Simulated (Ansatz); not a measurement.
# CH₄AlFN+: geometry optimisation

Aim: relax CH₄AlFN+ at this level.

Program: Ansatz 0.2.0. Level of theory: RKS r2SCAN0-D4/def2-SVP. These are calculated values, not measurements.

1 further run of the same task is left out (set aside as unsound or not needed).

## 1. The system as given

SMILES `C=[NH+][AlH][F]`, 8 atoms, charge 1, spin multiplicity 1.

Atoms are counted from 1 here; the program's logs count them from 0.

Bond lengths: C1–N2 1.290 Å, C1–H5 1.107 Å, C1–H6 1.107 Å, N2–Al3 1.958 Å, N2–H7 1.037 Å, Al3–F4 1.651 Å, Al3–H8 1.562 Å. Angles: N2–C1–H5 119.8°, N2–C1–H6 121.6°, H5–C1–H6 118.5°, C1–N2–Al3 127.3°, C1–N2–H7 115.1°, Al3–N2–H7 117.5°, N2–Al3–F4 105.7°, N2–Al3–H8 115.4°, F4–Al3–H8 138.9°.

As a file:

```xyz
8
charge 1, multiplicity 1
C    -0.46972    1.14269   -0.63353
N    -0.50257    0.16329    0.20519
Al    0.84666   -1.23460    0.45210
F     0.27004   -2.20461    1.65759
H     0.39551    1.25565   -1.31526
H    -1.28979    1.88377   -0.69246
H    -1.34539    0.12800    0.80817
H     2.09525   -1.13419   -0.48180
```

## 2. Relaxation

File input.yaml:

```yaml
crystal:
  periodic: [false, false, false]
  atoms:
    - { symbol: C, position_ang: [-0.469716, 1.142693, -0.63353] }
    - { symbol: "N", position_ang: [-0.502571, 0.163289, 0.205192] }
    - { symbol: Al, position_ang: [0.846659, -1.234601, 0.452099] }
    - { symbol: F, position_ang: [0.270035, -2.204612, 1.657586] }
    - { symbol: H, position_ang: [0.395512, 1.25565, -1.315255] }
    - { symbol: H, position_ang: [-1.289786, 1.883775, -0.692459] }
    - { symbol: H, position_ang: [-1.345393, 0.127998, 0.80817] }
    - { symbol: H, position_ang: [2.09525, -1.134192, -0.481802] }
total_charge: 1
basis:
  gaussian: { orbitals: def2-SVP }
hamiltonian:
  xc: { name: r2SCAN0 }
  dispersion: d4
output:
  forces: true
relax:
  f_tol: 0.003
  max_steps: 120
```

Started as:

```
> ansatz run input.yaml --threads 1 --pin off --max-ram 2560MiB --backend cpu --events-out ev --progress --plain --runs-dir out
```

What does the calculation give? Wanted: energy gained; root mean square move.

As calculated:

```
             quantity      value
        energy gained  0.0351 eV
root mean square move    0.026 Å
```

In words: Bond lengths: C1–N2 1.275 Å, C1–H5 1.094 Å, C1–H6 1.094 Å, N2–Al3 1.929 Å, N2–H7 1.024 Å, Al3–F4 1.630 Å, Al3–H8 1.544 Å. Angles: N2–C1–H5 120.0°, N2–C1–H6 121.5°, H5–C1–H6 118.5°, C1–N2–Al3 127.5°, C1–N2–H7 115.1°, Al3–N2–H7 117.5°, N2–Al3–F4 105.6°, N2–Al3–H8 115.3°, F4–Al3–H8 139.0°. No frequencies were computed here.
